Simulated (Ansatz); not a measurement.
**CoW3 in Ansatz: the effect of strain**

CoW3:

```
W Co
1.0
     3.82920    0.00000    0.00000
     0.00000    3.82920    0.00000
     0.00000    0.00000    3.90735
W Co
3 1
Direct
  0.50000 0.50000 0.00000
  0.50000 0.00000 0.50000
  0.00000 0.50000 0.50000
  0.00000 0.00000 0.00000
```

The cell comes from a database or a generator and needn't be the stable form of this composition.

Alike in all runs:

| Property | Result |
| --- | --- |
| Program | Ansatz 0.2.0 |
| Task | relaxation of the atoms |
| Functional | PBEsol |
| Potentials or basis | Ansatz PAW |
| Cutoff | 420 eV (not typed: the program's choice for these potentials) |
| k mesh | 6 × 6 × 6 |
| Occupations | fermi-dirac, width 0.05 eV |
| Spin | collinear spin, ferromagnetic start |
| Starting moments | [0.0, 0.0, 0.0, 2.0] μB |
| Kind of strain | biaxial |

Each run relaxes the cell or the atoms first.

```tsv
strain	pressure (GPa)	moment (μB)
-0.02	0.9	0.23
-0.01	-5.0	0.29
0	-10.4	0.33
0.01	-15.2	0.38
0.02	-19.6	0.44
0.04	?	?
```

Q: What does the run with strain 0.04 give?

A: Pressure -26.8 GPa; moment 0.70 μB.

Worked out: A parabola through the other rows of the pressure, of slope -306 GPa per unit of strain there, extrapolates to -26.7 GPa, against the run's -26.8. A straight line through the other rows of the moment, of slope 5.1 μB per unit of strain, extrapolates to 0.54 μB, against the run's 0.70. The fit is too stiff a form for this range.

Caveats: the relaxation stopped at its first step, so nothing moved; the PAW data sets come from PBE, with cores solved anew for the run's functional, which leaves a small shift of forces and pressure; the thresholds are loose for stress.
